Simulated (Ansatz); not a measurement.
Crystal: In3Se.

```
CELL_PARAMETERS angstrom
4.80376 0.00000 0.00000
0.00000 4.80376 0.00000
0.00000 0.00000 4.80376
ATOMIC_POSITIONS crystal
In 0.50000 0.50000 0.00000
In 0.50000 0.00000 0.50000
In 0.00000 0.50000 0.50000
Se 0.00000 0.00000 0.00000
```

The cell comes from a database or a generator and needn't be the stable form of this composition.

Base run:

- Program: Ansatz 0.2.0
- Functional: PBE
- Potentials or basis: all-electron LAPW, scalar-relativistic
- Cutoff: 147 eV (chosen from the basis error)
- Basis error allowed: 0.002 eV/atom
- k mesh: 6 × 6 × 6
- Occupations: fermi-dirac, width 0.05 eV
- Spin: no spin polarisation

Its results: pressure -0.3 GPa.

Q: The run is repeated on the same cell with these changes: functional from PBE to LDA. What comes out?

A: Pressure -4.3 GPa.

LDA binds more tightly than PBE, so the same cell stands under less pressure.
